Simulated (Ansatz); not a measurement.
**Cl: pressure up to the limit of the methods**

The task here is to estimate one member of a computed series from the others.

Computed with Ansatz 0.2.0 (DFT PBEsol, with the methods named in each step, unless a step's input says otherwise).

1 further run of the same task is left out (set aside as unsound or not needed). Runs told in other sessions of the task aren't counted.

## The system as given

The structure is cubic, space group Pm-3m (No. 221). The conventional cell has a = 2.875 Å, b = 2.875 Å, c = 2.875 Å, α = 90.00°, β = 90.00°, γ = 90.00°. Around Cl (site symmetry m-3m) lie 6 Cl at 2.87 Å.

Coordinates:

```cif
data_structure
_symmetry_space_group_name_H-M 'Pm-3m'
_symmetry_Int_Tables_number 221
_cell_length_a 2.8749
_cell_length_b 2.8749
_cell_length_c 2.8749
_cell_angle_alpha 90.000
_cell_angle_beta 90.000
_cell_angle_gamma 90.000
_cell_volume 23.76
loop_
_atom_site_label
_atom_site_type_symbol
_atom_site_symmetry_multiplicity
_atom_site_Wyckoff_symbol
_atom_site_fract_x
_atom_site_fract_y
_atom_site_fract_z
_atom_site_occupancy
Cl1 Cl 1 a 0.00000 0.00000 0.00000 1
```

The file gives the conventional cell by its symmetry; the runs use the cell typed in the input.

Whether this phase is the stable one at these pressures isn't tested.

The first run:

Contents of input.yaml:

```yaml
crystal:
  lattice:
    - [2.8748519142, 0.0, 0.0]
    - [0.0, 2.8748519142, 0.0]
    - [0.0, 0.0, 2.8748519142]
  atoms:
    - { symbol: Cl, position: [0.0, 0.0, 0.0] }
kpoints:
  mp_grid: { grid: [15, 15, 15] }
scf:
  occupations: { method: fermi_dirac, width: 0.08 }
hamiltonian:
  xc: pbesol
  pseudopotentials: { kind: paw }
output:
  forces: true
  stress: true
  write_density: true
  write_potential: true
  elf: true
  volumetric_format: npy
relax:
  f_tol: 0.005
  max_steps: 40
  cell: {}
```

Run with:

```console
$ ansatz run input.yaml --threads 1 --pin off --max-ram 2048MiB --backend cpu --events-out ev --progress --plain --runs-dir out
```

Steps of the session up to this table: Cell relaxed at zero pressure, PAW; Volume scaled by 1, PAW; Volume scaled by 0.9, PAW; Volume scaled by 0.8, PAW; Volume scaled by 0.7, PAW; Volume scaled by 0.6, PAW; Volume scaled by 0.5, PAW; Volume scaled by 0.4, PAW; Volume scaled by 0.4, PAW (source ansatz).

One table of the session follows, with a row left open; its other results are not shown here.

| method | volume over the first | volume (Å³/atom) | pressure (GPa) |
| --- | --- | --- | --- |
| PAW | 1 | 21.632 | 0.00 |
| PAW | 0.9 | 19.469 | 6.16 |
| PAW | 0.8 | ? | ? |
| PAW | 0.7 | 15.142 | 38.46 |
| PAW | 0.6 | 12.979 | 78.21 |
| PAW | 0.5 | 10.816 | 146.63 |
| PAW | 0.4 | 8.653 | 239.10 |
| PAW (source ansatz) | 0.4 | 8.653 | 239.88 |

**Question.** Estimate the row for PAW, 0.8.

As computed: volume (Å³/atom): 17.306; pressure (GPa): 17.49. In the column «volume (Å³/atom)» it lies between PAW, 0.7 (15.142) and PAW, 0.9 (19.469).
